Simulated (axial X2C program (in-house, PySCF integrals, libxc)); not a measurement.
# ISr⁺: from the state search to constants

What are the state, bond length, wavenumber and bond energy of ISr⁺, and what does spin–orbit coupling change?

Computed with an in-house X2C program for linear molecules on PySCF integrals. Level: all-electron X2C, I dyall-cv3z, Sr dyall-cv3z.

All values are calculated.

## 1. Input

Contents of task.json:

```json
{"zs": [53, 38], "q": 1, "bas": ["dyall-cv3z", "dyall-cv3z"], "levels": ["PBE0", "HF", "r2SCAN0"], "cc": true, "r0": 3.18, "thr": -1.0, "nmax": 90, "npts": 10, "nst": 2, "ntry": 6}
```

Keys: zs atomic numbers; q charge; bas basis sets; levels methods (HF also brings MP2); cc coupled cluster on or off; r0 starting distance in Å; thr threshold in hartree for freezing inner shells (an s shell follows its p shell); nmax most natural virtual spinors; npts points asked for on the curve; nst determinants followed; ntry starts of the search.

Launch:

```console
$ python so2c.py task.json out
```

Spin-free means the one-electron spin-free X2C Hamiltonian; two-component (2c) means X2C with spin–orbit coupling and atomic mean-field two-electron Coulomb and Gaunt terms. Basis: I dyall-cv3z contracted to [11s12p8d4f1g], Sr dyall-cv3z contracted to [13s12p8d5f1g]; Gaussian nuclei, density fitting. Masses: I 126.904 u, Sr 87.906 u.

Notation: σ, π±, δ± give the projection m of an orbital's angular momentum (0, ±1, ±2), α and β its spin, Λ and M_S the sums; ω is the projection of a spinor's total angular momentum and Ω the sum. Logs are in hartree.

After this run come: PBE0, spin-free; HF, spin-free; r2SCAN0, spin-free; MP2 and beyond, spin-free; PBE0, 2c; HF, 2c; r2SCAN0, 2c; MP2 and beyond, 2c.

**Question.** What will these runs give? Wanted: for each run, Hamiltonian; Re; ωe; De; μ.

**Answer**, as computed:

Lowest determinant that the search found at its distance, spin-free: M_S = 0, Λ = 0 (closed shell).

Lowest determinant that the search found at its distance, 2c: Ω = 0 (closed shell).

```tsv
Hamiltonian	level	Re (Å)	ωe (cm⁻¹)	De (eV)	μ (D)
spin-free	PBE0	2.828	218.0	3.31	13.01
spin-free	HF	2.903	208.9	2.22	14.98
spin-free	MP2	2.905	207.7	3.16	n/a
spin-free	CCSD	2.905	207.4	3.06	n/a
spin-free	CCSD(T)	2.907	206.8	3.13	n/a
spin-free	r2SCAN0	2.834	218.8	3.33	13.46
2c	PBE0	2.831	216.6	3.05	12.95
2c	HF	2.905	208.0	1.92	14.93
2c	MP2	2.907	206.8	2.89	n/a
2c	CCSD	2.908	206.5	2.77	n/a
2c	CCSD(T)	2.909	205.9	2.85	n/a
2c	r2SCAN0	2.837	217.9	3.17	13.42
```

Dipoles are positive if Sr is the positive end and refer to the centre of mass.

What this shows: At CCSD(T), going from spin-free to two-component changes Re by +2 mÅ, ωe by -0.4 %; the spin-free picture holds up (part of it comes from the scalar share of the two-electron terms). De moves by -0.28 eV; both De rest on single-determinant atoms, which can miss part of an open shell's spin–orbit lowering.

De refers to I + Sr+, each in the lowest determinant found, which need not be this curve's own limit. The state is a single determinant with fixed occupations, the lowest that a limited PBE0 search found. Closed shells are restricted here (equal orbitals for both partners), which fails at long range if the bond breaks into open shells. De is counted from the lowest determinant-based energies of the atoms at the same level, without counterpoise correction. CCSD and (T) use frozen natural virtuals with an MP2 correction for the truncation. The meta-GGAs lack a current-density term, which matters for open shells with orbital currents, atoms included. With the outer-core shells frozen, correlated bond lengths of heavy atoms tend to come out a few hundredths of an ångström too long.
